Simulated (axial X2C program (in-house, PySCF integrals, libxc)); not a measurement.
# All-electron X2C curves of TeMo⁺, part 2 of 2

Computed with an in-house X2C program for linear molecules on PySCF integrals; all-electron X2C, Te dyall-cv3z, Mo dyall-cv3z. The steps go on from the part before.

## 9. PBE0, 2c

State followed: Ω = 3/2 (excess of +ω over −ω: ω = 1/2, ω = -3/2, ω = 5/2). The scan is laid around 2.512 Å, a first estimate of the minimum, and this SCF restarts from the orbitals of the search.

Output at 2.512 Å:

```text
two-component X2C + atomic mean field  PBE0
basis functions 278  fitting functions 1312  grid points 5802
iter        total energy     max residual
   1     -10835.670288551     3.76e+00
   2     -10836.909093158     7.36e-03
   3     -10836.909124075     8.34e-03
   4     -10836.911496023     2.72e-03
   5     -10836.911465186     2.35e-03
   6     -10836.911665355     3.39e-04
   7     -10836.911669021     1.33e-04
   8     -10836.911669652     4.92e-05
   9     -10836.911669977     1.51e-05
  10     -10836.911669994     6.26e-06
  11     -10836.911669997     1.73e-06
  12     -10836.911669997     8.18e-07
converged
one-electron -15792.29292083  Coulomb 4802.75855971  exact exchange -74.26835240  xc functional -227.24645828  nuclear repulsion 460.08082351  atomic mean-field constant -5.94332170
```

Along the bond, energies from the lowest point:

| R (Å) | E (eV) | μ (D) | HOMO (eV) | LUMO (eV) | iterations |
| --- | --- | --- | --- | --- | --- |
| 2.185 | 0.8607 | 4.07 | -11.81 | -8.86 | 15 |
| 2.286 | 0.3261 | 4.28 | -11.81 | -8.98 | 14 |
| 2.361 | 0.1173 | 4.40 | -11.81 | -9.05 | 12 |
| 2.437 | 0.0197 | 4.48 | -11.79 | -9.09 | 13 |
| 2.512 | 0.0000 | 4.52 | -11.76 | -9.12 | 12 |
| 2.600 | 0.0442 | 4.54 | -11.71 | -9.14 | 13 |
| 2.688 | 0.1356 | 4.53 | -11.65 | -9.14 | 13 |
| 2.801 | 0.2935 | 4.50 | -11.57 | -9.14 | 13 |
| 2.939 | 0.5130 | 4.46 | -11.47 | -9.12 | 13 |
| 3.140 | 0.8321 | 4.44 | -11.32 | -9.06 | 13 |

Dipoles are positive if Mo is the positive end and refer to the centre of mass.

Outer spinors at the reference distance:

| ω | occupied | ε (eV) | atomic character | λ mixture |
| --- | --- | --- | --- | --- |
| -1/2 | yes | -22.88 | 72% Te s, 10% Mo p, 9% Mo d | 100% σ |
| 1/2 | yes | -21.53 | 69% Te s, 11% Mo d, 10% Mo p | 100% σ |
| 1/2 | yes | -13.98 | 48% Te p, 42% Mo d, 5% Te s | 89% σ, 11% π |
| -1/2 | yes | -13.48 | 68% Te p, 20% Mo d, 5% Mo s | 80% σ, 20% π |
| 1/2 | yes | -13.21 | 69% Te p, 21% Mo d, 4% Mo f | 87% π, 13% σ |
| -1/2 | yes | -13.08 | 69% Mo d, 25% Te p | 82% π, 18% σ |
| 3/2 | yes | -13.04 | 81% Mo d, 15% Te p | 100% π |
| -3/2 | yes | -12.86 | 96% Mo d, 4% Te p | 95% δ, 5% π |
| -3/2 | yes | -12.72 | 72% Te p, 19% Mo d, 5% Mo f | 95% π, 5% δ |
| 5/2 | yes | -12.69 | 100% Mo d | 100% δ |
| 1/2 | yes | -11.76 | 37% Mo s, 32% Mo d, 29% Te p | 98% σ, 2% π |
| -1/2 | no | -9.12 | 58% Te p, 26% Mo d, 9% Mo p | 98% π, 2% σ |
| 3/2 | no | -8.75 | 62% Te p, 20% Mo d, 11% Mo p | 100% π |
| 1/2 | no | -7.38 | 39% Mo p, 37% Mo s, 14% Te p | 100% σ |
| -1/2 | no | -7.09 | 59% Mo d, 31% Mo s, 6% Te p | 100% σ |

PBE0 fields in the half plane through the axis: z from -2.4 to 4.8 Å across, distance from the axis 0.15 to 2.25 Å upwards; Te lies at z = 0 and Mo at z = 2.512 Å; the ELF is damped to zero where the density is low.

log10 density (e/bohr³). Ten even steps from ' ' (-4.77 ) to '@' (1.83 ):
```
    ....::::::::::::::::::::::::::::::::......    
  ....::::----------------------------::::::..    
....::::------==========----------------::::....  
..::::----============================----::::....
..::----====++++++++++++======++++++++==----::::..
::::--====++++******++++++++++******++++==----::..
::----==++++**######**++++++****####**++====--::..
::----==++++**%%@@%%**++++++**##@@@@##**++==--::..
```

ELF. Ten even steps from '0' (0.00 ) to '9' (0.84 ):
```
0000012222222122211000000
0001245555444333322100000
0013577777766533333210000
0146899888887533443210000
0368998656788434664210000
1479984332477436886310000
2589963797357358458621000
2689945696536383887841000
```

Re = 2.497 Å, ωe = 222.3 cm⁻¹, ωexe = 0.711 cm⁻¹, Be = 0.04841 cm⁻¹, De = 2.40 eV, μ = 4.51 D.

## 10. HF, 2c

The SCF at the reference distance of 2.512 Å:

```text
two-component X2C + atomic mean field  HF
basis functions 278  fitting functions 1312  grid points 5802
iter        total energy     max residual
   1     -10832.470268931     3.21e-01
   2     -10832.516501188     9.05e-03
   3     -10832.523941696     4.34e-03
   4     -10832.526700989     4.45e-03
   5     -10832.528567703     2.24e-03
   6     -10832.529349202     1.43e-03
   7     -10832.529495694     6.99e-04
   8     -10832.529565158     4.22e-04
   9     -10832.529590646     2.80e-04
  10     -10832.529603009     1.59e-04
  11     -10832.529607870     9.03e-05
  12     -10832.529609925     4.06e-05
  13     -10832.529610579     2.14e-05
  14     -10832.529610759     1.22e-05
  15     -10832.529610812     5.11e-06
  16     -10832.529610820     2.81e-06
  17     -10832.529610823     1.95e-06
  18     -10832.529610824     1.28e-06
converged
one-electron -15792.00728842  Coulomb 4802.65051428  exact exchange -297.31033849  xc functional 0.00000000  nuclear repulsion 460.08082351  atomic mean-field constant -5.94332170
```

No constants are quoted: too few points lie around the minimum for a second fit to confirm the first.

## 11. BLYP, 2c

The SCF at the reference distance of 2.512 Å:

```text
two-component X2C + atomic mean field  BLYP
basis functions 278  fitting functions 1312  grid points 5802
iter        total energy     max residual
   1     -10837.936874030     1.16e-01
   2     -10837.951372959     8.54e-03
   3     -10837.858155220     4.88e-02
   4     -10837.952046851     8.05e-03
   5     -10837.954171901     1.34e-03
   6     -10837.954260486     8.53e-04
   7     -10837.954300386     5.40e-04
   8     -10837.954311871     1.06e-04
   9     -10837.954312516     5.67e-05
  10     -10837.954312645     7.84e-06
  11     -10837.954312648     3.96e-06
  12     -10837.954312649     1.02e-06
converged
one-electron -15791.36763723  Coulomb 4801.74607187  exact exchange 0.00000000  xc functional -302.47024910  nuclear repulsion 460.08082351  atomic mean-field constant -5.94332170
```

Re = 2.455 Å, ωe = 263.6 cm⁻¹, ωexe = 0.957 cm⁻¹, Be = 0.05008 cm⁻¹, De = 3.14 eV, μ = 4.01 D.

## 12. MP2 and beyond, 2c

Correlated methods: 11 electrons correlated (frozen shells, counted by type: Te 4 s, 3 p, 2 d; Mo 4 s, 3 p, 1 d), 345 virtual spinors in MP2, 90 natural virtuals in coupled cluster.

Output of the correlated part at 2.512 Å:

```text
correlated 11  virtual 345  natural virtual 90  E(MP2) -0.186810786  MP2 remainder -0.007819591
iter   CCSD correlation   residual
   1     -0.195327274   1.15e-01
   2     -0.202089406   6.40e-02
   3     -0.205541428   4.26e-02
   4     -0.208129922   2.86e-02
   5     -0.208984269   1.20e-02
   6     -0.209107740   5.14e-03
   7     -0.209181772   2.63e-03
   8     -0.209168937   1.08e-03
   9     -0.209179576   4.86e-04
  10     -0.209180706   2.28e-04
  11     -0.209181977   1.18e-04
  12     -0.209181689   6.32e-05
  13     -0.209182054   3.77e-05
  14     -0.209182720   1.91e-05
  15     -0.209183335   1.07e-05
  16     -0.209183594   5.24e-06
  17     -0.209183596   2.42e-06
(T) -0.010155457  T1 0.0766  D1 0.1683  max T2 0.061
```

MP2: No constants are quoted: the reference is strongly spin-contaminated.

CCSD: Re = 2.558 Å, ωe = 193.0 cm⁻¹, ωexe = 0.966 cm⁻¹, Be = 0.04614 cm⁻¹, De = 1.76 eV. T1 at Re = 0.051 (Lee–Taylor, the printed value over √2).

CCSD(T): Re = 2.526 Å, ωe = 208.8 cm⁻¹, ωexe = 1.03 cm⁻¹, Be = 0.04731 cm⁻¹, De = 1.91 eV. T1 at Re = 0.053 (Lee–Taylor, the printed value over √2).

## 13. A higher determinant, 2c

State: Ω = 1/2 (excess of +ω over −ω: ω = -1/2, ω = -3/2, ω = 5/2).

Output at the reference distance:

```text
two-component X2C + atomic mean field  PBE0
basis functions 278  fitting functions 1312  grid points 5802
iter        total energy     max residual
   1     -10835.690611591     2.98e+00
   2     -10836.882165183     7.33e-03
   3     -10836.881388337     9.41e-03
   4     -10836.884170200     5.24e-03
   5     -10836.884786777     1.61e-03
   6     -10836.884901076     4.07e-04
   7     -10836.884905078     9.75e-05
   8     -10836.884905670     4.01e-05
   9     -10836.884906034     1.68e-05
  10     -10836.884906088     1.06e-05
  11     -10836.884906101     6.54e-06
  12     -10836.884906108     1.35e-06
  13     -10836.884906109     7.95e-07
converged
one-electron -15793.80786006  Coulomb 4804.31884160  exact exchange -74.27094623  xc functional -227.26244323  nuclear repulsion 460.08082351  atomic mean-field constant -5.94332170
```

| R (Å) | E above the lowest PBE0 point (eV) |
| --- | --- |
| 2.185 | 1.827 |
| 2.286 | 1.184 |
| 2.361 | 0.917 |
| 2.437 | 0.777 |
| 2.512 | 0.728 |
| 2.600 | 0.750 |
| 2.688 | 0.827 |
| 2.801 | 0.972 |
| 2.939 | 1.175 |

Re = 2.529 Å, ωe = 223.3 cm⁻¹, ωexe = 0.82 cm⁻¹, Be = 0.04723 cm⁻¹, μ = 6.17 D. Te = 0.73 eV. As a difference of two determinants it need not be a gap between pure terms.

## 14. The 2c curves together

Energy (eV) of the followed determinant, 2c, from each level's lowest point:

| R (Å) | PBE0 | HF | MP2 (spin-contaminated) | CCSD | CCSD(T) | BLYP |
| --- | --- | --- | --- | --- | --- | --- |
| 2.185 | 0.861 | 2.338 | 1.148 | n/a | n/a | 0.833 |
| 2.286 | 0.326 | 1.424 | 0.549 | 0.470 | 0.406 | 0.274 |
| 2.361 | 0.117 | 0.951 | 0.278 | 0.209 | 0.165 | 0.072 |
| 2.437 | 0.020 | 0.613 | 0.116 | 0.065 | 0.042 | 0.000 |
| 2.512 | 0.000 | 0.374 | 0.031 | 0.003 | 0.000 | 0.018 |
| 2.600 | 0.044 | 0.190 | 0.000 | 0.000 | 0.020 | 0.114 |
| 2.688 | 0.136 | 0.079 | 0.019 | 0.045 | 0.086 | 0.258 |
| 2.801 | 0.293 | 0.010 | 0.089 | 0.142 | 0.208 | 0.478 |
| 2.939 | 0.513 | 0.000 | 0.212 | n/a | n/a | 0.766 |
| 3.140 | 0.832 | 0.063 | 0.417 | n/a | n/a | 1.169 |

Time for the job: 3.8 min (1 thread of Arm Neoverse V2, shared host); peak memory 0.85 GiB.

## 15. What came out

What follows sums up all 2 parts.

Lowest determinant that the search found at its distance, spin-free: M_S = 3/2, Λ = 0 (beyond closed shells: σα, δ+α, δ-α).

Lowest determinant that the search found at its distance, 2c: Ω = 3/2 (excess of +ω over −ω: ω = 1/2, ω = -3/2, ω = 5/2).

| Hamiltonian | level | Re (Å) | ωe (cm⁻¹) | De (eV) | μ (D) |
| --- | --- | --- | --- | --- | --- |
| spin-free | PBE0 | 2.494 | 224.4 | 2.63 | 4.55 |
| spin-free | CCSD | 2.551 | 197.2 | 2.02 | n/a |
| spin-free | CCSD(T) | 2.520 | 212.9 | 2.18 | n/a |
| spin-free | BLYP | 2.452 | 266.1 | 3.43 | 4.06 |
| 2c | PBE0 | 2.497 | 222.3 | 2.40 | 4.51 |
| 2c | CCSD | 2.558 | 193.0 | 1.76 | n/a |
| 2c | CCSD(T) | 2.526 | 208.8 | 1.91 | n/a |
| 2c | BLYP | 2.455 | 263.6 | 3.14 | 4.01 |

Dipoles are positive if Mo is the positive end and refer to the centre of mass. No constants: spin-free HF (too few points lie around the minimum for a second fit to confirm the first); spin-free MP2 (the reference is strongly spin-contaminated); 2c HF (too few points lie around the minimum for a second fit to confirm the first); 2c MP2 (the reference is strongly spin-contaminated). Spin-free ⟨S²⟩ is off its pure value at PBE0 4.78.

Time per point (s) on 1 thread of Arm Neoverse V2, shared host (2c runs; CCSD comes with the CCSD(T) run); the times are rough: PBE0 1.5, CCSD(T) 6.1, BLYP 0.57.

What this shows: At CCSD(T), going from spin-free to two-component changes Re by +7 mÅ, ωe by -1.9 %, which is small (part of it comes from the scalar share of the two-electron terms). De moves by -0.27 eV; both De rest on single-determinant atoms, which can miss part of an open shell's spin–orbit lowering.

De refers to Te + Mo+, each in the lowest determinant found, which need not be this curve's own limit. Each curve is one determinant whose occupation by symmetry is held fixed; it was picked as the lowest of a PBE0 search that is not exhaustive. De is counted from the lowest determinant-based energies of the atoms at the same level, without counterpoise correction. Density functionals use the spin component along the axis (collinear). CCSD and (T) use frozen natural virtuals with an MP2 correction for the truncation. With several unpaired electrons one determinant need not be a pure state. The spin-free determinant is spin-contaminated at some levels. With the outer-core shells frozen, correlated bond lengths of heavy atoms tend to come out a few hundredths of an ångström too long. T1 at Re is 0.053 (Lee–Taylor), above the customary mark of 0.02.
